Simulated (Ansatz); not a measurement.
# CH4O3SW: vertical ionisation energy

The task here is to estimate one member of a computed series from the others.

Program: Ansatz 0.2.0, Gaussian basis. Level of theory: unrestricted cation, the program's frozen cores in correlated methods. These are calculated values, not measurements.

Levels to be run: UKS PBE-D4/def2-TZVPP; UKS r2SCAN-D4/def2-TZVPP; UKS PBE0-D4/def2-TZVPP; UKS B3LYP-D4/def2-TZVPP; UKS wB97X-V/def2-TZVPP; UKS wB97M-V/def2-TZVPP; UKS B2PLYP/def2-TZVPP; UHF-CCSD(T)/def2-TZVPP; UHF-MP2/def2-QZVPP; extrapolation to the limit; then −ε(HOMO) from the neutral's earlier runs with LDA (SPW92), PBE-D4, revPBE-D4, BLYP-D4, r2SCAN-D4, B97M-V, PBE0-D4, B3LYP-D4, r2SCANh-D4, r2SCAN0-D4, HSE06-D4, BHLYP-D4, CAM-B3LYP-D4, LC-ωPBE, ωB97X-V, ωB97M-V.

1 further run of the same task is left out (for a known fault of the program).

**The geometry**

All runs share one geometry, relaxed beforehand with PBE0-D4 in a triple-zeta def2 set. W takes the def2 core potential; no spin-orbit term is included.

SMILES `C[O][W](=[O])([OH])=[S]`, 10 atoms, charge 0, spin multiplicity 1.

Atoms are counted from 1 here; the program's logs count them from 0.

Bond lengths: C1–O2 1.409 Å, C1–H7 1.092 Å, C1–H8 1.092 Å, C1–H9 1.093 Å, O2–W3 1.847 Å, W3–O4 1.701 Å, W3–O5 1.880 Å, W3–S6 2.140 Å, O5–H10 0.960 Å. Angles: O2–C1–H7 108.6°, O2–C1–H8 109.1°, O2–C1–H9 110.4°, H7–C1–H8 109.3°, H7–C1–H9 109.7°, H8–C1–H9 109.7°, C1–O2–W3 141.7°, O2–W3–O4 108.9°, O2–W3–O5 110.2°, O2–W3–S6 108.6°, O4–W3–O5 109.9°, O4–W3–S6 109.3°, O5–W3–S6 109.9°, W3–O5–H10 123.7°.

Coordinates:

```xyz
10
CH4O3SW
C    -0.2135   -1.4028    1.2724
O     0.1099   -0.7549    0.0635
W    -0.1351    0.8376   -0.8385
O    -0.9877    0.5294   -2.2772
O     1.5271    1.6226   -1.2347
S    -1.2843    2.1521    0.3984
H     0.7003   -1.8199    1.7001
H    -0.9174   -2.2120    1.0672
H    -0.6597   -0.6957    1.9757
H     1.8603    1.7438   -2.1270
```

Set-up of the first run:

File in.yaml:

```yaml
crystal:
  periodic: [false, false, false]
  atoms:
    - {symbol: C, position_ang: [-0.213531, -1.402799, 1.272402]}
    - {symbol: O, position_ang: [0.109947, -0.754940, 0.063513]}
    - {symbol: W, position_ang: [-0.135078, 0.837563, -0.838492]}
    - {symbol: O, position_ang: [-0.987721, 0.529398, -2.277185]}
    - {symbol: O, position_ang: [1.527089, 1.622551, -1.234683]}
    - {symbol: S, position_ang: [-1.284255, 2.152090, 0.398418]}
    - {symbol: H, position_ang: [0.700343, -1.819924, 1.700135]}
    - {symbol: H, position_ang: [-0.917406, -2.212009, 1.067180]}
    - {symbol: H, position_ang: [-0.659690, -0.695729, 1.975710]}
    - {symbol: H, position_ang: [1.860313, 1.743799, -2.126999]}
basis:
  gaussian: {orbitals: def2-TZVPP}
total_charge: 1
magnetization: {spin_polarized: true, initial_magnetization: 1}
hamiltonian: {xc: pbe, dispersion: d4}
```

On the command line:

```
ansatz run in.yaml --threads 2 --pin off --events-out ev --progress --plain --max-ram 20480MiB --backend cuda --devices 0, --max-vram 18GiB
```

Among the steps run: Cation, UKS PBE-D4/def2-TZVPP; Cation, UKS r2SCAN-D4/def2-TZVPP; Cation, UKS PBE0-D4/def2-TZVPP; Cation, UKS B3LYP-D4/def2-TZVPP; Cation, UKS wB97X-V/def2-TZVPP; Cation, UKS wB97M-V/def2-TZVPP; Cation, UKS B2PLYP (frozen core)/def2-TZVPP; Cation, UHF-CCSD(T)/def2-TZVPP; Cation, UHF-MP2/def2-QZVPP.

One of the session's tables, all rows but one given; the rest of the session is left out.

For comparison, −ε(HOMO) of the neutral from earlier runs:

```
  functional  −ε(HOMO) (eV)
 LDA (SPW92)           6.38
      PBE-D4           6.19
   revPBE-D4           6.13
     BLYP-D4           6.03
   r2SCAN-D4           6.49
      B97M-V           6.54
     PBE0-D4           7.43
    B3LYP-D4           7.19
  r2SCANh-D4           6.95
  r2SCAN0-D4           7.64
    HSE06-D4           7.04
    BHLYP-D4           8.52
CAM-B3LYP-D4           8.70
     LC-ωPBE          10.01
     ωB97X-V              ?
     ωB97M-V           9.55
```

Estimate the missing values for ωB97X-V.

The run gave: −ε(HOMO) (eV): 9.68. In the column «−ε(HOMO) (eV)» it lies between ωB97M-V (9.55) and LC-ωPBE (10.01).

Caveats from the session: The cation may have settled in a state other than its lowest; no search over hole states beyond the program's own was made.
